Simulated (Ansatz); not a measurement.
**C₂H₁₅GeNSi₃: a ladder of functionals and wavefunction methods**

Aim: compute C₂H₁₅GeNSi₃ with functionals from several rungs and with coupled cluster, and see how far each lands from CCSD(T) at the basis-set limit for the atomisation energy.

The runs use Ansatz 0.2.0, Gaussian basis; functionals in def2-TZVPP, the program's frozen cores in correlated methods.

Plan: LDA (SPW92), PBE-D4, revPBE-D4, BLYP-D4, r2SCAN-D4, B97M-V, PBE0-D4, B3LYP-D4, r2SCANh-D4, r2SCAN0-D4, HSE06-D4, BHLYP-D4, CAM-B3LYP-D4, LC-ωPBE, ωB97X-V, ωB97M-V, B2PLYP, PBE-QIDH; CCSD(T)/def2-SVP; CCSD(T)/def2-TZVPP; MP2/def2-QZVPP; extrapolation to the limit; RPA on PBE.

## (1) The geometry

All runs share one geometry, relaxed beforehand with PBE0-D4 in a triple-zeta def2 set.

22 atoms, charge 0, spin multiplicity 1.

Atoms are counted from 1 here; the program's logs count them from 0.

Bond lengths: C1–Si2 1.868 Å, C1–H8 1.094 Å, C1–H9 1.093 Å, C1–H10 1.093 Å, Si2–C3 1.867 Å, Si2–N4 1.740 Å, Si2–H11 1.494 Å, C3–H12 1.093 Å, C3–H13 1.094 Å, C3–H14 1.093 Å, N4–Ge5 1.854 Å, N4–Si6 1.729 Å, Ge5–H15 1.539 Å, Ge5–H16 1.539 Å, Ge5–H17 1.537 Å, Si6–Si7 2.347 Å, Si6–H18 1.490 Å, Si6–H19 1.494 Å and more. Angles: Si2–C1–H8 110.7°, Si2–C1–H9 111.5°, Si2–C1–H10 110.8°, H8–C1–H9 107.6°, H8–C1–H10 108.2°, H9–C1–H10 108.0°, C1–Si2–C3 110.4°, C1–Si2–N4 110.7°, C1–Si2–H11 108.0°, C3–Si2–N4 110.2°, C3–Si2–H11 109.0°, N4–Si2–H11 108.5°, Si2–C3–H12 112.1°, Si2–C3–H13 109.1°, Si2–C3–H14 111.9°, H12–C3–H13 107.6°, H12–C3–H14 108.3°, H13–C3–H14 107.8° and more.

As a file:

```csv
atom,x (Å),y (Å),z (Å)
C1,-0.6064,-2.4168,-1.4268
Si2,0.4253,-1.1958,-0.4605
C3,1.5870,-0.2791,-1.5984
N4,-0.5928,-0.0714,0.3922
Ge5,-1.6718,-0.7241,1.7516
Si6,-0.6462,1.6336,0.1118
Si7,1.0918,2.7896,1.1844
H8,0.0313,-3.1462,-1.9343
H9,-1.2866,-2.9707,-0.7744
H10,-1.2072,-1.9040,-2.1828
H11,1.2285,-1.9612,0.5395
H12,2.2074,0.4402,-1.0586
H13,2.2571,-0.9967,-2.0803
H14,1.0489,0.2550,-2.3852
H15,-1.4747,0.1412,3.0085
H16,-3.1472,-0.6767,1.3169
H17,-1.2371,-2.1745,2.0168
H18,-0.6250,1.9467,-1.3451
H19,-1.9377,2.1458,0.6603
H20,1.0468,2.5324,2.6508
H21,0.9774,4.2581,0.9601
H22,2.4219,2.3447,0.6823
```

## (2) LDA

This LDA is Slater exchange with PW92 correlation.

Input file in.yaml:

```yaml
crystal:
  periodic: [false, false, false]
  atoms:
    - {symbol: C, position_ang: [-0.606362, -2.416809, -1.426831]}
    - {symbol: Si, position_ang: [0.425251, -1.195837, -0.460465]}
    - {symbol: C, position_ang: [1.587034, -0.279085, -1.598437]}
    - {symbol: N, position_ang: [-0.592846, -0.071433, 0.392158]}
    - {symbol: Ge, position_ang: [-1.671788, -0.724090, 1.751611]}
    - {symbol: Si, position_ang: [-0.646231, 1.633607, 0.111814]}
    - {symbol: Si, position_ang: [1.091843, 2.789563, 1.184444]}
    - {symbol: H, position_ang: [0.031259, -3.146237, -1.934287]}
    - {symbol: H, position_ang: [-1.286610, -2.970654, -0.774414]}
    - {symbol: H, position_ang: [-1.207190, -1.903989, -2.182773]}
    - {symbol: H, position_ang: [1.228482, -1.961194, 0.539522]}
    - {symbol: H, position_ang: [2.207408, 0.440231, -1.058560]}
    - {symbol: H, position_ang: [2.257100, -0.996704, -2.080267]}
    - {symbol: H, position_ang: [1.048947, 0.255040, -2.385198]}
    - {symbol: H, position_ang: [-1.474709, 0.141249, 3.008495]}
    - {symbol: H, position_ang: [-3.147177, -0.676660, 1.316901]}
    - {symbol: H, position_ang: [-1.237144, -2.174489, 2.016769]}
    - {symbol: H, position_ang: [-0.625011, 1.946749, -1.345144]}
    - {symbol: H, position_ang: [-1.937658, 2.145770, 0.660283]}
    - {symbol: H, position_ang: [1.046845, 2.532415, 2.650759]}
    - {symbol: H, position_ang: [0.977417, 4.258101, 0.960144]}
    - {symbol: H, position_ang: [2.421939, 2.344655, 0.682277]}
basis:
  gaussian: {orbitals: def2-TZVPP}
hamiltonian: {xc: lda}
output: {orbitals: {seedname: orbitals}}
```

Started as:

```
$ ansatz run in.yaml --threads 4 --pin off --events-out ev --progress --plain --max-ram 46080MiB --backend cuda --devices 0, --max-vram 37GiB
```

Further steps of the session: PBE-D4 (GGA); revPBE-D4 (GGA); BLYP-D4 (GGA); r2SCAN-D4 (meta-GGA); B97M-V (meta-GGA); B3LYP-D4 (hybrid); r2SCANh-D4 (hybrid); r2SCAN0-D4 (hybrid); HSE06-D4 (hybrid); BHLYP-D4 (hybrid); CAM-B3LYP-D4 (range-separated); LC-ωPBE (range-separated); ωB97X-V (range-separated); ωB97M-V (range-separated); B2PLYP (double hybrid); PBE-QIDH (double hybrid); CCSD(T) in def2-SVP; CCSD(T) in def2-TZVPP; MP2 in def2-QZVPP; RPA on PBE orbitals.

Before running them: what should the planned runs give, taken together? Wanted: atomisation energy, CCSD(T)/CBS; farthest beyond LDA; mean size of error, GGA; mean size of error, meta-GGA; mean size of error, hybrid; mean size of error, range-separated; mean size of error, double hybrid; gap, smallest and largest; T1 diagnostic.

The runs gave:

| quantity | value |
| --- | --- |
| atomisation energy, CCSD(T)/CBS | 7336.4 kJ/mol |
| functionals within 73.4 kJ/mol (1.0 %) | PBE-D4, r2SCAN-D4, B97M-V, PBE0-D4, B3LYP-D4, r2SCANh-D4, r2SCAN0-D4, HSE06-D4, CAM-B3LYP-D4, ωB97X-V, ωB97M-V |
| farthest beyond LDA | revPBE-D4 (-147.6 kJ/mol) |
| mean size of error, GGA | 89.8 kJ/mol |
| mean size of error, meta-GGA | 24.9 kJ/mol |
| mean size of error, hybrid | 61.7 kJ/mol |
| mean size of error, range-separated | 38.9 kJ/mol |
| mean size of error, double hybrid | 103.7 kJ/mol |
| gap, smallest and largest | 4.48 eV (LDA (SPW92)), 11.42 eV (LC-ωPBE) |
| T1 diagnostic | 0.0117 |
| triples share of the correlation energy | 3.7 % |

In words: The LDA atomisation energy is off by 811.9 kJ/mol (11 %): it overbinds. PBE-D4 is off by -31.0 kJ/mol. Double hybrids carry the basis error of their MP2 part in triple zeta, and no dispersion term here, so their miss is partly the set-up's. The rungs meta-GGA, range-separated, hybrid miss on average by less than the doubt on the reference (73.4 kJ/mol), so they tie. Misses under about 73.4 kJ/mol are within the doubt on the reference itself, which lacks core-valence correlation, relativity and higher excitations, and its outer-core shells are covered unevenly. Hartree-Fock recovers 75 % of the binding; the rest is correlation. CCSD(T) in def2-SVP is off by -462.3 kJ/mol, which most functionals beat. The gap grows from 4.5 to 11.4 eV across the functionals, mostly with the share of exact exchange. Correlated methods include outer-core shells of Ge, which these sets cover unevenly.
